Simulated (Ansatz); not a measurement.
# CH5BN2O: basis-set convergence

The task here is to estimate one member of a computed series from the others.

Method: one geometry, several basis sets; program: Ansatz 0.2.0, Gaussian basis.

The runs, in order: PBE0-D4/def2-SVP; ωB97M-V/def2-SVP; PBE0-D4/def2-QZVPP; ωB97M-V/def2-QZVPP; the functionals' def2-TZVPP values are taken from earlier runs.

## The geometry

The geometry comes from an earlier relaxation with PBE0-D4 in a triple-zeta def2 set; it is a stationary point, not always the lowest conformer.

SMILES `N=C(N)BO`, 10 atoms, charge 0, spin multiplicity 1.

Atoms are counted from 1 here; the program's logs count them from 0.

Bond lengths: N1–C2 1.280 Å, N1–H6 1.017 Å, C2–N3 1.368 Å, C2–B4 1.581 Å, N3–H7 1.007 Å, N3–H8 1.003 Å, B4–O5 1.347 Å, B4–H9 1.204 Å, O5–H10 0.960 Å. Angles: C2–N1–H6 109.5°, N1–C2–N3 119.9°, N1–C2–B4 124.2°, N3–C2–B4 115.9°, C2–N3–H7 117.4°, C2–N3–H8 119.2°, H7–N3–H8 117.3°, C2–B4–O5 116.9°, C2–B4–H9 122.5°, O5–B4–H9 120.6°, B4–O5–H10 114.0°.

The first run:

Input file in.yaml:

```yaml
crystal:
  periodic: [false, false, false]
  atoms:
    - {symbol: N, position_ang: [-1.544683, -0.061184, -0.719965]}
    - {symbol: C, position_ang: [-0.479226, -0.358007, -0.074912]}
    - {symbol: N, position_ang: [-0.356283, -1.588751, 0.510535]}
    - {symbol: B, position_ang: [0.735355, 0.631553, 0.136898]}
    - {symbol: O, position_ang: [0.595159, 1.880940, -0.347446]}
    - {symbol: H, position_ang: [-1.487450, 0.900728, -1.044426]}
    - {symbol: H, position_ang: [-1.043815, -2.285566, 0.272892]}
    - {symbol: H, position_ang: [0.553241, -1.913462, 0.781659]}
    - {symbol: H, position_ang: [1.751308, 0.299646, 0.691182]}
    - {symbol: H, position_ang: [1.359495, 2.442904, -0.203618]}
basis:
  gaussian: {orbitals: def2-SVP}
hamiltonian: {xc: pbe0, dispersion: d4}
output: {orbitals: {seedname: orbitals}}
```

Run with:

```console
> ansatz run in.yaml --threads 2 --pin off --events-out ev --progress --plain --max-ram 4352MiB
```

Steps of the session up to this table: PBE0-D4 in def2-SVP; ωB97M-V in def2-SVP; PBE0-D4 in def2-QZVPP; ωB97M-V in def2-QZVPP.

One of the session's tables, all rows but one given; the rest of the session is left out.

It belongs to the step «Density functionals: the series». 

| functional | basis | HOMO (eV) |
| --- | --- | --- |
| PBE0-D4 | def2-SVP | -6.42 |
| PBE0-D4 | def2-TZVPP | -6.75 |
| PBE0-D4 | def2-QZVPP | ? |
| ωB97M-V | def2-SVP | -8.66 |
| ωB97M-V | def2-TZVPP | -9.01 |
| ωB97M-V | def2-QZVPP | -9.08 |

Estimate the missing values for PBE0-D4, def2-QZVPP.

**Answer.** HOMO (eV): -6.82. In the column «HOMO (eV)» it lies between ωB97M-V, def2-SVP (-8.66) and PBE0-D4, def2-TZVPP (-6.75).
